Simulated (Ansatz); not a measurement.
# GeS (germanium sulfide) at r2SCAN/aug-cc-pVTZ

What is the electronic atomisation energy of GeS (germanium sulfide) at r2SCAN/aug-cc-pVTZ? 

The results are computed with Ansatz 0.2.0.

30 further runs of the same task are left out: 30 set aside as unsound or not needed.

## (1) The structure to begin with

GeS has 2 atoms, charge 0, and is taken as a singlet. As SMILES, `[S+]#[Ge-]`. Geometry: the measured bond length.

Bond lengths: S1–Ge2 2.012 Å.

## (2) A single-point energy at r2SCAN/aug-cc-pVTZ

File molecule.yaml:

```yaml
crystal:
  periodic: [false, false, false]
  atoms:
    - {symbol: S, position_ang: [0.000000, 0.000000, 0.000000]}
    - {symbol: Ge, position_ang: [0.000000, 0.000000, 2.012086]}
basis:
  gaussian: {orbitals: aug-cc-pVTZ}
accuracy: high
output: {orbitals: {seedname: orbitals}}
hamiltonian: {xc: r2scan}
```

On the command line:

```bash
$ ansatz run molecule.yaml --threads 1 --pin off --max-ram 3480MiB --events-out events.jsonl --progress --plain --runs-dir runs
```

Log:

```text
Warning: RAYON_NUM_THREADS=1 ignored (pool sized by the plan → 1); use --threads N
Functional definition: r2SCAN
  name "r2SCAN"
  parameter k0 = 0.174
  parameter k1 = 0.065
  parameter a1 = 4.9479
  exchange = r2scan_x(k0 = k0, k1 = k1, a1 = a1)
  correlation = r2scan_c
1389 factors; integrals over basis functions are off by at most 4.7e-9 eV
mean field evaluation 1: about -67352.7601 eV, gradient 2.7e1 eV
mean field evaluation 2: about -67324.3703 eV, gradient 9.1e1 eV
mean field evaluation 4: about -67354.7701 eV, gradient 5.3e0 eV
mean field evaluation 8: about -67354.8513 eV, gradient 4.6e-1 eV
mean field evaluation 16: about -67354.8518 eV, gradient 5.6e-6 eV
mean field -67354.85183177 eV, -2475.2451500591 hartree, gradient 1.5e-8 eV, S^2 0.000000; 0 other end points of the search recorded, 0 dependent functions left out
reference -67354.85183262 eV, -2475.2451500904 hartree; 24, 24 occupied and 85, 85 virtual orbitals, 1389 factors
Total energy: -67354.85183262 eV, -2475.2451500904 hartree
```

Run time: 13 s. Hardware: 1 thread of Arm Neoverse V1, shared host; peak memory 0.25 GiB.

## (3) The Ge atom

File in.yaml:

```yaml
crystal:
  periodic: [false, false, false]
  atoms:
    - symbol: Ge
      position_ang: [0.000000, 0.000000, 0.000000]
basis:
  gaussian:
    orbitals: aug-cc-pVTZ
total_charge: 0
magnetization:
  spin_polarized: true
  initial_magnetization: 2
hamiltonian:
  xc: {name: r2SCAN}
accuracy: high
```

Run the same way, it converges to -2076.94276 Eh (log not shown).

## (4) The S atom, same level

File job.yaml:

```yaml
crystal:
  periodic: [false, false, false]
  atoms:
    - {symbol: S, position_ang: [0.000000, 0.000000, 0.000000]}
basis:
  gaussian: {orbitals: aug-cc-pVTZ}
magnetization: {spin_polarized: true, initial_magnetization: 2}
accuracy: high
hamiltonian: {xc: {name: r2SCAN}}
```

Run the same way, it converges to -398.09005 Eh (log not shown).

## (5) Summary of results

At r2SCAN/aug-cc-pVTZ:

| quantity | value |
| --- | --- |
| molecule: total energy | -2475.24515 Eh |
| molecule: HOMO energy | -7.15 eV |
| molecule: LUMO energy | -3.07 eV |
| molecule: HOMO–LUMO gap | 4.08 eV |
| Ge atom: total energy | -2076.94276 Eh |
| Ge atom: ⟨S²⟩ | 2.005 |
| S atom: total energy | -398.09005 Eh |
| S atom: ⟨S²⟩ | 2.008 |
| electronic atomisation energy | 5.778 eV |

What this shows: Taking the molecule apart into free atoms costs 5.78 eV (133 kcal/mol), before zero-point energy and without spin-orbit coupling.
